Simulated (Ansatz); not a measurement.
**C₄H₁₂Cl₂In₂S₂: one species, many methods**

An exercise on one series of results from a longer session: the logs are not shown, and one member is left open.

Method: functionals in def2-TZVPP, the program's frozen cores in correlated methods; program: Ansatz 0.2.0, Gaussian basis.

Plan: LDA (SPW92), PBE-D4, revPBE-D4, BLYP-D4, r2SCAN-D4, B97M-V, PBE0-D4, B3LYP-D4, r2SCANh-D4, r2SCAN0-D4, HSE06-D4, BHLYP-D4, CAM-B3LYP-D4, LC-ωPBE, ωB97X-V, ωB97M-V, B2PLYP, PBE-QIDH; CCSD(T)/def2-SVP; CCSD(T)/def2-TZVPP; MP2/def2-QZVPP; extrapolation to the limit; RPA on PBE.

## The relaxed structure

An earlier PBE0-D4 in a triple-zeta def2 set relaxation fixed the geometry. In takes the def2 core potential; no spin-orbit term is included.

SMILES `C[CH2][In@-]1([Cl])[SH+][In@-]([Cl])([CH2]C)[SH+]1`, 22 atoms, charge 0, spin multiplicity 1.

Atoms are counted from 1 here; the program's logs count them from 0.

Bond lengths: C1–C2 1.520 Å, C1–H11 1.094 Å, C1–H12 1.094 Å, C1–H13 1.094 Å, C2–In3 2.152 Å, C2–H14 1.092 Å, C2–H15 1.092 Å, In3–Cl4 2.335 Å, In3–S5 2.590 Å, In3–S10 2.590 Å, S5–In6 2.590 Å, S5–H16 1.345 Å, In6–Cl7 2.335 Å, In6–C8 2.152 Å, In6–S10 2.590 Å, C8–C9 1.520 Å, C8–H17 1.092 Å, C8–H18 1.092 Å and more. Angles: C2–C1–H11 112.2°, C2–C1–H12 111.3°, C2–C1–H13 112.1°, H11–C1–H12 106.8°, H11–C1–H13 107.3°, H12–C1–H13 106.8°, C1–C2–In3 113.4°, C1–C2–H14 111.4°, C1–C2–H15 111.4°, In3–C2–H14 106.6°, In3–C2–H15 106.6°, H14–C2–H15 107.0°, C2–In3–Cl4 128.4°, C2–In3–S5 111.7°, C2–In3–S10 111.8°, Cl4–In3–S5 103.1°, Cl4–In3–S10 103.1°, S5–In3–S10 92.5° and more.

Set-up of the first run:

in.yaml

```yaml
crystal:
  periodic: [false, false, false]
  atoms:
    - {symbol: C, position_ang: [2.333819, -1.021584, -0.399252]}
    - {symbol: C, position_ang: [2.274705, -0.533854, -1.837621]}
    - {symbol: In, position_ang: [0.462282, 0.527785, -2.306342]}
    - {symbol: Cl, position_ang: [-0.161589, 1.508852, -4.331155]}
    - {symbol: S, position_ang: [-1.642238, -0.824298, -1.633794]}
    - {symbol: In, position_ang: [-2.171799, 1.058694, 0.063891]}
    - {symbol: Cl, position_ang: [-3.876762, 2.257845, -0.988156]}
    - {symbol: C, position_ang: [-2.092960, 0.348956, 2.094097]}
    - {symbol: C, position_ang: [-0.815614, -0.407637, 2.420046]}
    - {symbol: S, position_ang: [-0.039850, 2.385072, -0.572456]}
    - {symbol: H, position_ang: [1.516656, -1.708833, -0.162794]}
    - {symbol: H, position_ang: [3.266776, -1.557800, -0.199342]}
    - {symbol: H, position_ang: [2.282550, -0.197444, 0.317758]}
    - {symbol: H, position_ang: [3.100962, 0.143783, -2.063231]}
    - {symbol: H, position_ang: [2.340431, -1.364728, -2.543445]}
    - {symbol: H, position_ang: [-0.984569, -1.578449, -0.734417]}
    - {symbol: H, position_ang: [-2.975731, -0.277233, 2.240420]}
    - {symbol: H, position_ang: [-2.212194, 1.224990, 2.735339]}
    - {symbol: H, position_ang: [0.075875, 0.211742, 2.287466]}
    - {symbol: H, position_ang: [-0.690630, -1.294823, 1.792960]}
    - {symbol: H, position_ang: [-0.811216, -0.751068, 3.459245]}
    - {symbol: H, position_ang: [0.711900, 1.819832, 0.389583]}
basis:
  gaussian: {orbitals: def2-TZVPP}
hamiltonian: {xc: lda}
output: {orbitals: {seedname: orbitals}}
```

Started as:

```sh
$ ansatz run in.yaml --threads 11 --pin off --events-out ev --progress --plain --max-ram 174080MiB --backend cuda --devices 0, --max-vram 75GiB
```

Steps of the session up to this table: LDA; PBE-D4 (GGA); revPBE-D4 (GGA); BLYP-D4 (GGA); r2SCAN-D4 (meta-GGA); B97M-V (meta-GGA); PBE0-D4 (hybrid); B3LYP-D4 (hybrid); r2SCANh-D4 (hybrid); r2SCAN0-D4 (hybrid); HSE06-D4 (hybrid); BHLYP-D4 (hybrid); CAM-B3LYP-D4 (range-separated); LC-ωPBE (range-separated); ωB97X-V (range-separated); ωB97M-V (range-separated); B2PLYP (double hybrid); PBE-QIDH (double hybrid).

One table of the session follows, with a row left open; its other results are not shown here.

It belongs to the step «Orbital energies across the functionals». 

```
  functional  HOMO (eV)  gap (eV)
 LDA (SPW92)      -6.58      4.26
      PBE-D4      -6.43      4.42
   revPBE-D4      -6.37      4.50
     BLYP-D4      -6.27      4.33
   r2SCAN-D4      -6.69      4.95
      B97M-V      -6.75      4.91
     PBE0-D4      -7.57      6.41
    B3LYP-D4          ?         ?
  r2SCANh-D4      -7.11      5.67
  r2SCAN0-D4      -7.74      6.74
    HSE06-D4      -7.18      5.66
    BHLYP-D4      -8.58      8.25
CAM-B3LYP-D4      -8.82      8.56
     LC-ωPBE     -10.13     11.11
     ωB97X-V      -9.79     10.57
     ωB97M-V      -9.64     10.17
```

Estimate the missing values for B3LYP-D4.

Worked estimate for «HOMO (eV)». Against the share of exact exchange, BLYP-D4 (0, -6.27), BHLYP-D4 (0.5, -8.58) give a slope of -4.62 per unit share; at 0.2 the line stands at -7.19.

The run gave: HOMO (eV): -7.35; gap (eV): 5.90. In «HOMO (eV)» the line misses by +0.16.
